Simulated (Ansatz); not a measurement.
Here is an Ansatz 0.2.0 calculation.

File input.yaml:

```yaml
crystal:
  lattice:
    - [1.3124950637, 0.7577693783, 9.8626483117]
    - [-1.3124950637, 0.7577693783, 9.8626483117]
    - [0.0, -1.5155387567, 9.8626483117]
  atoms:
    - { symbol: Ge, position: [0.0, 0.0, 0.0] }
    - { symbol: Co, position: [0.59884, 0.59884, 0.59884], spin: 2.0 }
    - { symbol: Co, position: [0.20032, 0.20032, 0.20032], spin: 2.0 }
    - { symbol: Co, position: [0.79968, 0.79968, 0.79968], spin: 2.0 }
    - { symbol: Co, position: [0.40116, 0.40116, 0.40116], spin: 2.0 }
hamiltonian:
  xc: pbesol
  pseudopotentials: { kind: paw }
magnetization:
  spin_polarized: true
kpoints:
  mp_grid: { grid: [12, 12, 12] }
scf:
  occupations: { method: fermi_dirac, width: 0.05 }
output:
  forces: true
  stress: true
  eigenvalues: true
relax:
  f_tol: 0.01
  max_steps: 40
  cell: { stress_tol: 0.05 }
```

Potentials or basis: Ansatz PAW.

Command:

```bash
$ ansatz run input.yaml --threads 2 --pin off --max-ram 5632MiB --backend cpu --events-out ev --progress --plain --runs-dir out
```

Question: What does it give for the space group after relaxing (to 0.05 Å)?

Answer: R-3m (No. 166).

Question: Estimate the absolute moment.

Answer: 6.38 μB per cell.

Question: Estimate the relaxed volume.

Answer: 11.24 Å³/atom.

Question: Predict the site moments.

Answer: Ge -0.03; Co +1.28, +1.75 μB.

The path:
```csv
step,energy change (eV),largest force (eV/Å),volume (Å³)
1,0.0000,0.0531,58.85
2,-0.0688,0.0448,57.04
3,-0.0784,0.0192,56.12
4,-0.0785,0.0008,56.18
5,-0.0764,0.0008,56.18
```

Caveat: the plane-wave basis is chosen anew once the cell has moved, so the energies of steps on either side of that aren't comparable; the PAW data sets come from PBE, with cores solved anew for the run's functional, which leaves a small shift of forces and pressure.
